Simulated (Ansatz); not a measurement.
# EuCo2SiGe (I4mm): the equilibrium volume

Aim: the volume at which the pressure of EuCo2SiGe (I4mm) vanishes.

Computed with Ansatz 0.2.0 (DFT PBEsol, scalar-relativistic, plane waves, PAW, unless a step's input says otherwise).

## (1) The structure to begin with

It takes space group I4mm (No. 107, tetragonal). Conventional cell: a = 3.975 Å, b = 3.975 Å, c = 10.275 Å, α = 90.00°, β = 90.00°, γ = 90.00°. Co (site symmetry 2mm) is surrounded by 2 Si at 2.28 Å and 2 Ge at 2.36 Å. Eu (site symmetry 4mm) is surrounded by 4 Ge at 3.12 Å and 4 Si at 3.14 Å and 8 Co at 3.21 to 3.29 Å. Ge (site symmetry 4mm) is surrounded by 4 Co at 2.36 Å and 1 Si at 2.74 Å. Si (site symmetry 4mm) is surrounded by 4 Co at 2.28 Å and 1 Ge at 2.74 Å and 4 Eu at 3.14 Å.

As a file:

```
Co Eu Ge Si
1.0
    -1.98753    1.98753    5.13729
     1.98753   -1.98753    5.13729
     1.98753    1.98753   -5.13729
Co Eu Ge Si
2 1 1 1
Cartesian
  0.0000 1.9875 2.6110
  1.9875 0.0000 2.6110
  0.0000 0.0000 10.2630
  0.0000 0.0000 6.4709
  0.0000 0.0000 3.7306
```

Starting moments: Co 1.50; Eu 7.00 μB.

## (2) The first run (PBEsol, 6×6×6 mesh)

Contents of input.yaml:

```yaml
crystal:
  lattice:
    - [-1.98752931, 1.98752931, 5.13728511]
    - [1.98752931, -1.98752931, 5.13728511]
    - [1.98752931, 1.98752931, -5.13728511]
  atoms:
    - { symbol: Co, position: [0.754122, 0.254122, 0.5], spin: 1.5 }
    - { symbol: Co, position: [0.254122, 0.754122, 0.5], spin: 1.5 }
    - { symbol: Eu, position: [0.998872, 0.998872, 0.0], spin: 7.0 }
    - { symbol: Ge, position: [0.629798, 0.629798, 0.0] }
    - { symbol: Si, position: [0.363086, 0.363086, 0.0] }
basis:
  ecutwfc: 420
kpoints:
  mp_grid: { grid: [6, 6, 6] }
hamiltonian:
  xc: pbesol
scf:
  occupations: { method: gaussian, width: 0.1 }
  lower_state_search: "off"
output:
  forces: true
  stress: true
  eigenvalues: true
  populations: true
  hubbard: { sites: [{ species: Eu, l: f }] }
magnetization:
  spin_polarized: true
```

The run is started by

```sh
ansatz run input.yaml --threads 8 --pin off --max-ram 14336MiB --backend cpu --events-out ev --progress --plain --runs-dir out
```

Further steps of the session: Full relaxation.

Before running it: what results should come out? Wanted: volume; pressure; conventional cell; gap on the mesh; spin moments in spheres.

The runs gave:

```
               quantity                                                                       value
                 volume                                                              15.342 Å³/atom
               pressure                                                                   -0.02 GPa
      conventional cell  a = 3.897 Å, b = 3.897 Å, c = 10.104 Å, α = 90.00°, β = 90.00°, γ = 90.00°
        gap on the mesh                                                                none (metal)
spin moments in spheres                                                                  Eu 6.57 μB
```

Over the 2 runs shown the cell moved from 16.23 to 15.34 Å³/atom, a change of -5.5 %, where the pressure is zero within 0.02 GPa. No U acts on the 4f shell, so its levels can lie too near the Fermi level. Spin–orbit coupling is left out, though the cell holds Eu; it splits the 4f levels.
